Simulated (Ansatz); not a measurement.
**C2H4Ge: ionisation energy by level of theory**

How much energy removes an electron from C2H4Ge at fixed geometry? The cation is run at each level and the neutral's energy taken from earlier runs.

Computed with Ansatz 0.2.0, Gaussian basis. Level: unrestricted cation, the program's frozen cores in correlated methods.

The runs, in order: UKS PBE-D4/def2-TZVPP; UKS r2SCAN-D4/def2-TZVPP; UKS PBE0-D4/def2-TZVPP; UKS B3LYP-D4/def2-TZVPP; UKS wB97X-V/def2-TZVPP; UKS wB97M-V/def2-TZVPP; UKS B2PLYP/def2-TZVPP; UHF-CCSD(T)/def2-TZVPP; UHF-MP2/def2-QZVPP; extrapolation to the limit; then −ε(HOMO) from the neutral's earlier runs with LDA (SPW92), PBE-D4, revPBE-D4, BLYP-D4, r2SCAN-D4, B97M-V, PBE0-D4, B3LYP-D4, r2SCANh-D4, r2SCAN0-D4, HSE06-D4, BHLYP-D4, CAM-B3LYP-D4, LC-ωPBE, ωB97X-V, ωB97M-V.

### Step 1. The relaxed structure

The geometry comes from an earlier relaxation with PBE0-D4 in a triple-zeta def2 set; it is a stationary point, not always the lowest conformer.

7 atoms, charge 0, spin multiplicity 1.

Atoms are counted from 1 here; the program's logs count them from 0.

Bond lengths: C1–C2 1.205 Å, C1–H4 1.066 Å, C2–Ge3 1.899 Å, Ge3–H5 1.533 Å, Ge3–H6 1.533 Å, Ge3–H7 1.533 Å. Angles: C2–C1–H4 180.0°, C1–C2–Ge3 180.0°, C2–Ge3–H5 108.7°, C2–Ge3–H6 108.7°, C2–Ge3–H7 108.7°, H5–Ge3–H6 110.3°, H5–Ge3–H7 110.3°, H6–Ge3–H7 110.3°.

### Step 2. Cation, UKS PBE-D4/def2-TZVPP

Contents of in.yaml:

```yaml
crystal:
  periodic: [false, false, false]
  atoms:
    - {symbol: C, position_ang: [-0.810403, -1.833472, 0.129138]}
    - {symbol: C, position_ang: [-0.318150, -0.736746, 0.047684]}
    - {symbol: Ge, position_ang: [0.458413, 0.991597, -0.081022]}
    - {symbol: H, position_ang: [-1.245795, -2.803657, 0.201245]}
    - {symbol: H, position_ang: [0.128427, 1.576341, -1.459131]}
    - {symbol: H, position_ang: [-0.127427, 1.876385, 1.025300]}
    - {symbol: H, position_ang: [1.976136, 0.861451, 0.090987]}
basis:
  gaussian: {orbitals: def2-TZVPP}
total_charge: 1
magnetization: {spin_polarized: true, initial_magnetization: 1}
hamiltonian: {xc: pbe, dispersion: d4}
```

After this run come: Cation, UKS r2SCAN-D4/def2-TZVPP; Cation, UKS PBE0-D4/def2-TZVPP; Cation, UKS B3LYP-D4/def2-TZVPP; Cation, UKS wB97X-V/def2-TZVPP; Cation, UKS wB97M-V/def2-TZVPP; Cation, UKS B2PLYP (frozen core)/def2-TZVPP; Cation, UHF-CCSD(T)/def2-TZVPP; Cation, UHF-MP2/def2-QZVPP.

Q: Predict the results of all the runs planned. Wanted: ionisation energy, CCSD(T)/CBS; nearest functional by difference; nearest −ε(HOMO); −ε(HOMO) of PBE; T1 of the cation.

As calculated:

```
                        quantity               value
  ionisation energy, CCSD(T)/CBS            10.85 eV
nearest functional by difference   B2PLYP (-0.21 eV)
                nearest −ε(HOMO)  LC-ωPBE (+0.14 eV)
                 −ε(HOMO) of PBE             6.96 eV
                T1 of the cation               0.024
```

In words: By cation minus neutral, the functionals miss by 0.56 eV at most. The PBE orbital energy is 3.9 eV too small: a semilocal HOMO is no ionisation energy. Among orbital estimates LC-ωPBE comes nearest. Hartree-Fock falls 1.56 eV short, as the neutral has more correlation energy than the cation. Correlated methods include outer-core shells of Ge, which these sets cover unevenly. With outer-core shells in play the reference is unsure by up to some tenths of an eV, so close misses can't be ranked.
